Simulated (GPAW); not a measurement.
**Zr3S2: relaxation of cell and atoms with PBEsol+D4**

The system is Zr3S2.

```
Zr S
1.0
     2.90254    1.67578    3.48777
    -2.90254    1.67578    3.48777
     0.00000   -3.35156    3.48777
Zr S
3 2
Direct
  0.83873 0.50000 0.16127
  0.50000 0.16127 0.83873
  0.16127 0.83873 0.50000
  0.66502 0.66502 0.66502
  0.33498 0.33498 0.33498
```

The cell comes from a database or a generator and needn't be the stable form of this composition.

```
Program             : GPAW 26.7.0
Task                : relaxation of cell and atoms
Functional          : PBEsol
Dispersion          : D4
Potentials or basis : PAW data sets generated in the run's folder for this functional
Cutoff              : 600 eV
Basis               : pw
k mesh              : 4 × 4 × 4
Occupations         : fermi-dirac, width 0.05 eV
Spin                : no spin polarisation
Maxiter             : 150
Optimizer           : BFGS
Fmax                : 0.02 eV/Å
Max steps           : 60
Convergence         : density=1e-05 forces=0.0001
```

```json
{
  "Relaxed volume": "19.22 Å³/atom",
  "Relaxed cell": "a = 4.748 Å, b = 4.748 Å, c = 4.748 Å, α = 73.61°, β = 73.61°, γ = 73.61°",
  "Space group after relaxing (to 0.05 Å)": "R32 (No. 155)",
  "Energy gained by relaxing": "24.4 meV/atom",
  "Ionic steps": "11",
  "Pressure after relaxing": "0.0 GPa",
  "Largest force after relaxing": "0.010 eV/Å",
  "Band gap on the k mesh": "none (metal or under the smearing width)",
  "Dispersion energy per atom": "-0.171 eV"
}
```

Forces in eV/Å, atoms in the order of the input:
```
Zr  -0.002 -0.003  0.000
Zr  -0.002  0.003  0.000
Zr   0.003  0.000  0.000
S    0.000  0.000  0.010
S    0.000  0.000 -0.010
```

Stress tensor (GPa, compression positive):
```
-0.05  0.00  0.00
 0.00 -0.05  0.00
 0.00  0.00  0.15
```

The path:
| step | energy change (eV) | largest force (eV/Å) | pressure (GPa) | volume (Å³) |
| --- | --- | --- | --- | --- |
| 1 | 0.0000 | 0.1270 | -6.83 | 101.79 |
| 2 | -0.0301 | 0.0874 | -6.01 | 101.03 |
| 3 | -0.1172 | 0.1821 | 0.28 | 96.11 |
| 4 | -0.1190 | 0.1280 | -0.15 | 96.38 |
| 5 | -0.1203 | 0.0582 | -0.28 | 96.42 |
| 6 | -0.1208 | 0.0593 | -0.15 | 96.29 |
| 7 | -0.1210 | 0.0633 | -0.03 | 96.18 |
| 8 | -0.1213 | 0.0509 | 0.11 | 96.05 |
| 9 | -0.1215 | 0.0229 | 0.16 | 95.99 |
| 10 | -0.1217 | 0.0067 | 0.09 | 96.03 |
| 11 | -0.1218 | 0.0100 | 0.02 | 96.08 |

Final structure:
```
Zr S
1.0
     2.84423    1.64211    3.42851
    -2.84423    1.64211    3.42851
     0.00000   -3.28423    3.42851
Zr S
3 2
Direct
  0.83962 0.50000 0.16038
  0.50000 0.16038 0.83962
  0.16038 0.83962 0.50000
  0.66444 0.66444 0.66444
  0.33556 0.33556 0.33556
```

Levels at points of the mesh, in eV from the Fermi level:
```csv
k point,band 21,band 22,band 23,band 24,band 25,band 26,band 27,band 28
"(0.00, 0.00, 0.00)",-2.65,-1.95,0.16,0.16,0.75,0.75,2.17,2.97
"(0.50, 0.00, 0.00)",-1.22,-1.15,-0.90,-0.67,-0.06,1.05,1.89,1.95
"(0.50, 0.50, 0.00)",-1.99,-1.27,-0.82,-0.26,-0.04,0.98,2.04,2.15
"(0.50, 0.50, 0.50)",-0.77,-0.37,-0.16,-0.16,0.36,0.36,1.17,1.17
```

It took 3.2 min on 1 thread of Intel(R) Xeon(R) 6975P-C (Granite Rapids), with other jobs on the host, peak memory 0.27 GiB.

Caveat: later steps reuse the first step's grids; pairwise dispersion overbinds metals, which lowers pressure and volume.
